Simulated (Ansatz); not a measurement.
# Y2Ir: the cost of one run

Computed with Ansatz 0.2.0 (DFT PBE, scalar-relativistic, plane waves, PAW, unless a step's input says otherwise).

**1. The system as given**

It takes space group P6/mmm (No. 191, hexagonal). The conventional cell has a = 4.062 Å, b = 4.062 Å, c = 4.386 Å, α = 90.00°, β = 90.00°, γ = 120.00°. Around Y (site symmetry -6m2) lie 3 Y at 2.35 Å. Ir (site symmetry 6/mmm) has 12 Y at 3.21 Å as nearest neighbours.

As a file:

```
Y Ir
1.0
     4.06210    0.00000    0.00000
    -2.03105    3.51788    0.00000
     0.00000    0.00000    4.38599
Y Ir
2 1
Direct
  0.33333 0.66667 0.50000
  0.66667 0.33333 0.50000
  0.00000 0.00000 0.00000
```

(A quick probe on a coarse mesh, which set the mesh and smearing, is not shown.)

**3. Rough relaxation on the coarse mesh**

Contents of input.yaml:

```yaml
crystal:
  lattice:
    - [4.0620969207, 0.0, 0.0]
    - [-2.0310484603, 3.5178791259, 0.0]
    - [0.0, 0.0, 4.3859850472]
  atoms:
    - { symbol: "Y", position: [0.3333333333, 0.6666666667, 0.5] }
    - { symbol: "Y", position: [0.6666666667, 0.3333333333, 0.5] }
    - { symbol: Ir, position: [0.0, 0.0, 0.0] }
basis:
  ecutwfc: 420
kpoints:
  mp_grid: { grid: [6, 6, 4] }
hamiltonian:
  xc: pbe
scf:
  occupations: { method: gaussian, width: 0.1 }
  lower_state_search: "off"
output:
  forces: true
  stress: true
  eigenvalues: true
relax:
  adjacent_minimum: "off"
  f_tol: 0.04
  max_steps: 70
  cell: { stress_tol: 0.4 }
```

Run with:

```bash
$ ansatz run input.yaml --threads 1 --pin off --max-ram 2560MiB --backend cpu --events-out ev --progress --plain --runs-dir out
```

Q: Estimate wall time and peak memory on 1 thread of Intel Xeon Platinum 8259CL at 2.50GHz (Skylake/Cascade Lake), shared host.

About 32 s, with a peak of 0.4 GiB.
